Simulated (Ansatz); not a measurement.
## C2H5Al2I, SMILES [I][Al]1[CH2][AlH][CH2]1: a single point in a Gaussian basis, step by step

With the Ansatz DFT code, driven from Python.

`c2h5al2i.xyz`
```text
10

I     0.39400   -1.24490    3.78170
Al    0.11240   -0.42720    1.31740
C     0.95600   -0.75830   -0.45260
Al   -0.07500    0.48250   -1.51780
C    -1.01950    0.79940    0.22740
H     0.87700   -1.79950   -0.76270
H     2.07990   -0.44490   -0.43460
H    -0.25240    0.96850   -3.03690
H    -2.08170    0.51040    0.28850
H    -0.90760    1.86290    0.59270
```

At the Python prompt:
```pycon
>>> from pathlib import Path
>>> import ansatz as az
>>> system = az.Crystal.molecule_from_extxyz('c2h5al2i.xyz')
>>> setup = (
...     system.calculation()
...     .basis(gaussian='def2-SVP')
...     .functional('pbe0')
...     .scf(lower_state_search='standard')
...     .orbitals()
... )
>>> print(setup.to_yaml())
crystal:
  periodic: [false, false, false]
  atoms:
    - { symbol: I, position_ang: [0.394, -1.2449, 3.7817] }
    - { symbol: Al, position_ang: [0.1124, -0.4272, 1.3174] }
    - { symbol: C, position_ang: [0.956, -0.7583, -0.4526] }
    - { symbol: Al, position_ang: [-0.075, 0.4825, -1.5178] }
    - { symbol: C, position_ang: [-1.0195, 0.7994, 0.2274] }
    - { symbol: H, position_ang: [0.877, -1.7995, -0.7627] }
    - { symbol: H, position_ang: [2.0799, -0.4449, -0.4346] }
    - { symbol: H, position_ang: [-0.2524, 0.9685, -3.0369] }
    - { symbol: H, position_ang: [-2.0817, 0.5104, 0.2885] }
    - { symbol: H, position_ang: [-0.9076, 1.8629, 0.5927] }
basis:
  gaussian:
    orbitals: def2-SVP
hamiltonian:
  xc: pbe0
scf:
  lower_state_search: standard
output:
  orbitals: {}
>>> outcome = setup.run(threads=1, backend='cpu', runs_dir='runs')

>>> report = outcome.report
>>> report['published_state_doubts']
[]
>>> report['converged'], report['free_energy_ev']
(True, -23436.355579604162)
>>> report['positions_ang']
[[0.394, -1.2449, 3.7817], [0.1124, -0.4272, 1.3174], [0.956, -0.7583, -0.4526], [-0.075, 0.4825, -1.5178], [-1.0195, 0.7994, 0.2274], [0.877, -1.7995, -0.7627], [2.0799, -0.4449, -0.4346], [-0.2524, 0.9685, -3.0369], [-2.0817, 0.5104, 0.2885], [-0.9076, 1.8629, 0.5927]]
>>> for key in ('converged', 'free_energy_ev', 'reference_energy_ev', 'n_frozen', 'n_occupied', 'n_virtual'):
...     print(f'{key:22s} {report[key]}')
...
converged              True
free_energy_ev         -23436.355579604162
reference_energy_ev    -23436.355579604162
n_frozen               0
n_occupied             [34, 34]
n_virtual              [81, 81]
>>> field = report['mean_field']
>>> print('<S^2> =', round(abs(field['state']['spin_squared']), 4), ' all-electron relativity setting:', field['relativity'])
<S^2> = 0.0  all-electron relativity setting: none
>>> print('passes:', field['passes'])
passes: {'evaluations': 16, 'products': 14}
>>> if 'symmetry' in field:
...     print('occupied orbitals by irrep:', field['symmetry']['occupied'])
...
occupied orbitals by irrep: [{'A': 34}, {'A': 34}]
>>> lines = Path(report['orbitals_path']).read_text().splitlines()
>>> field_of = lambda key: [line.split('=')[1].strip() for line in lines if line.startswith(key)]
>>> orbitals = [(27.211386 * float(e), s, float(n)) for e, s, n in zip(field_of('Ene='), field_of('Spin='), field_of('Occup='))]
>>> homo = max(e for e, _, n in orbitals if n > 0.5)
>>> lumo = min(e for e, _, n in orbitals if n < 0.5)
>>> print(f'HOMO {homo:.3f} eV, LUMO {lumo:.3f} eV, gap {lumo - homo:.3f} eV')
HOMO -6.412 eV, LUMO -1.341 eV, gap 5.071 eV
```

Caveats:
- These settings explore the input space; basis and method may be short of convergence.
- The geometry is a force-field or estimated start, not a minimum of this method, and the basis set is short of its limit.
- def2 sets replace the cores of elements past krypton by effective core potentials.
- Levels such as HOMO and LUMO are orbital energies: with these approximate functionals they aren't the ionisation energy and electron affinity, and their gap isn't the fundamental gap.
- Hardware and time: 6.2 s on 1 thread of Arm Neoverse V2, on a shared host, peak memory 0.32 GiB.

(Lines on the test bed's own set-up are left out of the output.)
